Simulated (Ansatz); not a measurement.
Runs of Ansatz 0.2.0 on IrS2. The structure is cubic, space group Fm-3m (No. 225). The conventional cell has a = 5.932 Å, b = 5.932 Å, c = 5.932 Å, α = 90.00°, β = 90.00°, γ = 90.00°. Ir (site symmetry m-3m) is surrounded by 8 S at 2.57 Å. Around S (site symmetry -43m) lie 4 Ir at 2.57 Å. The cell comes from a database or a generator and needn't be the stable form of this composition.

```csv
level,spin,U,fixed moment (μB),cutoff (eV),gap on the mesh (eV),pressure (GPa),moment (μB)
r2SCAN+U,"collinear, program default start",Ir d U = 7 eV,-,500,none,-0.1,1.01
r2SCAN+U,"collinear, ferromagnetic start",Ir d U = 5 eV,-,500,none,-7.9,0.00
r2SCAN+U,"collinear, random start",Ir d U = 5 eV,-,500,none,-7.9,0.00
r2SCAN+U,"collinear, ferromagnetic start",Ir d U = 7 eV,2,500,-,3.7,2.00
LDA+U,"non-collinear, random start",Ir d U = 4 eV,-,420,none,(a),0.00
```

Alike in all rows: task single point; potentials or basis Ansatz PAW; cell as given; k mesh 6 × 6 × 6; smearing gaussian 0.05 eV.

Q: Fill in the values left out.

A: (a) -14.5.

Caveats: the magnetic or orbital state may not be the lowest; the PAW data sets come from PBE, with cores solved anew for the run's functional, which leaves a small shift of forces and pressure; the starting moments weren't kept (some runs); the total moment is fixed, so each spin has its own Fermi level (some runs); the thresholds are loose for stress (some runs).

A k mesh can miss the band edges, and the runs leave out spin-orbit coupling on Ir.

A gap of «none» marks a metal or a gap under the smearing width.
